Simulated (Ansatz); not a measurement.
I need a ladder of methods at one geometry of CH5ClFSbSi, SMILES C[SiH2][Sb]([F])[Cl]. Use Ansatz's Python interface. Use (for the species named): PBE, def2-SVP basis, multiplicity 1. The script varies functional: pbe, b3lyp, cam_b3lyp, hse06, pbe0.

`ch5clfsbsi.xyz`
```text
10

C    -0.82910   -0.57290    0.79750
Si    0.88450    0.01850    0.52920
Sb    1.17650    0.79660   -1.86130
F     0.17030   -0.69700   -2.55120
Cl   -0.69600    2.24490   -1.73250
H    -1.11510   -1.33330    0.07750
H    -0.97760   -0.88590    1.83110
H    -1.52330    0.34290    0.59790
H     1.20060    1.14220    1.49310
H     1.79240   -1.10700    0.82180
```

Script `run_methods.py`:
```python
"""One geometry of CH5ClFSbSi, method by method."""

from pathlib import Path

import ansatz as az
import numpy as np

geometry = az.Crystal.molecule_from_extxyz("ch5clfsbsi.xyz")

model = geometry.calculation().basis(gaussian="def2-SVP")

print("functional    E (Ha)        dipole (D)   HOMO (eV)  LUMO (eV)")
for name in ["pbe", "b3lyp", "cam_b3lyp", "hse06", "pbe0"]:
    data = model.functional(name).forces().orbitals().run(threads=1, backend="cpu", runs_dir="runs").report
    lines = Path(data["orbitals_path"]).read_text().splitlines()
    field_of = lambda key: [line.split("=")[1].strip() for line in lines if line.startswith(key)]
    orbitals = [(27.211386 * float(e), s, float(n)) for e, s, n in zip(field_of("Ene="), field_of("Spin="), field_of("Occup="))]
    homo = max(e for e, _, n in orbitals if n > 0.5)
    lumo = min(e for e, _, n in orbitals if n < 0.5)
    dipole = 4.803205 * np.linalg.norm(data["charge_distribution"]["dipole_moment_e_ang"])
    print(f"{name:10s} {data['free_energy_ev'] / 27.211386246:14.6f} {dipole:9.3f} {homo:11.3f} {lumo:10.3f}")
```

`python run_methods.py` gives:
```text
functional    E (Ha)        dipole (D)   HOMO (eV)  LUMO (eV)
pbe          -1130.120314     2.204      -6.033     -2.506
b3lyp        -1130.732539     2.493      -6.937     -1.942
cam_b3lyp    -1130.568769     2.648      -8.351     -0.712
hse06        -1130.183938     2.542      -6.805     -2.170
pbe0         -1130.206415     2.552      -7.192     -1.798
```

The settings weren't tested for convergence. The geometry is a force-field or estimated start, not a minimum of this method, and the basis set is short of its limit. A lower total doesn't mark the better method: functionals have no common bound, and MP2 and coupled cluster aren't variational. def2 sets replace the cores of elements past krypton by effective core potentials. b3lyp holds the VWN-RPA fit, as in Gaussian; the form of ORCA and Turbomole is b3lyp5. Levels such as HOMO and LUMO are orbital energies: with these approximate functionals they aren't the ionisation energy and electron affinity, and their gap isn't the fundamental gap. hse06 follows the composition of plane-wave codes, whose totals differ by tens of mHa, up to about 0.1 Ha, from the form usual in Gaussian-basis programs (wpbeh). It ran for 40 s on 1 thread of Arm Neoverse V1 (shared host), peak memory 0.4 GiB.
